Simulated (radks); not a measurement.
# Ga²⁰⁺ in [Ne] 4f1: an all-electron calculation

An exercise on one series of results from a longer session: the logs are not shown, and one member is left open.

Method: scalar-relativistic Kohn-Sham, r2SCAN, spin-unpolarised, spherical densities, finite nucleus. Code: radks (a radial shooting solver on a logarithmic mesh, Libxc functionals) version 1.

### Starting point

```
element            : gallium (Z = 31)
charge             : +20
electrons          : 11
configuration      : [Ne] 4f1
nuclear rms radius : 3.9973 fm
```

Outer shells as boxes (Hund's rule):

Ga²⁰⁺
```
[Ne] core
4f [↑ ][  ][  ][  ][  ][  ][  ]
```

Set-up of the first run:

Input:

```text
Z 31
configuration [Ne] 4f1 3s0 3p0
relativity scalar-relativistic
functional r2scan,r2scan
spin unpolarised
nucleus finite rms 3.9973 fm
c 137.035999084
```

One of the session's tables, all rows but one given; the rest of the session is left out.

It belongs to the step «Radial structure». Sizes of the orbitals, from the radial functions (bohr):

| level | <r> | outermost maximum (interpolated) | 90 % within | nodes |
| --- | --- | --- | --- | --- |
| 1s | 0.04857 | 0.0318 | 0.0868 | 0 |
| 2s | 0.2135 | 0.181 | 0.329 | 1 |
| 2p | 0.1864 | 0.145 | 0.303 | 0 |
| 3s | ? | ? | ? | ? |
| 3p | 0.5216 | 0.487 | 0.770 | 1 |
| 4f | 0.8570 | 0.762 | 1.24 | 0 |

Estimate the missing values for 3s.

**Answer.** <r>: 0.5346; outermost maximum (interpolated): 0.503; 90 % within: 0.774; nodes: 2. In the column «<r>» it lies between 3p (0.5216) and 4f (0.8570).
